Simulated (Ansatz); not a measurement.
HfH4, a sheet with vacuum:

```
Hf H
1.0
     6.58632    0.00000    0.00000
     0.00000    6.58632    0.00000
     0.00000    0.00000   28.05924
Hf H
1 4
Direct
  0.50000 0.50000 0.28511
  0.27242 0.50000 0.32287
  0.72758 0.50000 0.32287
  0.50000 0.72758 0.24735
  0.50000 0.27242 0.24735
```

The cell was built by a generator and needn't be a form met in nature.

Base run:

```yaml
Program: Ansatz 0.2.0
Functional: LDA
Potentials_or_basis: all-electron LAPW, scalar-relativistic
Cutoff: 333 eV (chosen from the basis error)
Basis_error_allowed: 0.002 eV/atom
k_mesh: 4 × 4 × 1
Occupations: fermi-dirac, width 0.05 eV
Spin: no spin polarisation
```

Its results: band gap on the k mesh 3.56 eV, direct; largest force 0.117 eV/Å.

The run is repeated on the same cell with these changes: functional from LDA to PBE. What comes out?

Band gap on the k mesh 3.89 eV, direct; largest force 0.004 eV/Å.

Caveats: spin-orbit coupling is left out, which moves the levels of the heavy elements.
